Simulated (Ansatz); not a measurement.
Run this with Ansatz 0.2.0 through its Python package and show what comes out.

`run_torsion.py`
```python
'''Rigid torsion scan of C2H4B2O.'''

import ansatz as az
from ase import Atoms

atoms = Atoms(['B', 'O', 'B', 'C', 'C', 'H', 'H', 'H', 'H'], positions=[
    (-1.9124, -0.0251, 0.0235),
    (-0.9323, -0.328, -1.0204),
    (0.2479, 0.4766, -0.7001),
    (1.4181, -0.1436, 0.0791),
    (2.3352, -0.6304, 0.6909),
    (-2.7008, 0.8413, -0.1365),
    (-1.9634, -0.69, 0.9998),
    (0.3672, 1.5571, -1.1646),
    (3.1405, -1.0579, 1.2282),
])

# start the scan from a relaxed geometry
first = (
    az.Crystal.molecule_from_ase(atoms).calculation()
    .basis(gaussian='6-31G*')
    .functional('PBE', dispersion='d3bj')
    .relax(force_tolerance=0.02, max_steps=80)
)
atoms.positions = first.run().report['positions_ang']

start = atoms.get_dihedral(3, 2, 1, 0)
energies = {}
for turn in range(0, 360, 40):
    turned = atoms.copy()
    turned.set_dihedral(3, 2, 1, 0, start + turn, indices=[0, 1, 5, 6])
    calc = az.Crystal.molecule_from_ase(turned).calculation()
    calc = calc.basis(gaussian='6-31G*')
    calc = calc.functional('PBE', dispersion='d3bj')
    energies[round((start + turn) % 360)] = calc.run().report['free_energy_ev']
floor = min(energies.values())
print('dihedral C3-B2-O1-B0 (deg)   E - E(min) (eV)')
for angle, e in sorted(energies.items()):
    print(f'{angle:8d} {(e - floor):14.3f}  ' + '#' * int(30 * (e - floor) / max(max(energies.values()) - floor, 1e-9)))
```

```console
$ python run_torsion.py
dihedral C3-B2-O1-B0 (deg)   E - E(min) (eV)
      20          0.069  ######################
      60          0.075  ########################
     100          0.093  ##############################
     140          0.043  ##############
     180          0.000
     220          0.043  #############
     260          0.093  #############################
     300          0.075  ########################
     340          0.068  #####################
```

The lowest point is at 180° and the highest at 100°, 0.093 eV (9.0 kJ/mol) above it, with the rest of the molecule held.

The scan is rigid and the energies are electronic, in a modest basis. With rigid groups the curve can differ much from the relaxed path, the start wasn't checked as a minimum of this torsion, and equivalent turns needn't return to the same energy. It ran for 48 s on 1 thread of Arm Neoverse V2 (shared host), peak memory 0.2 GiB.
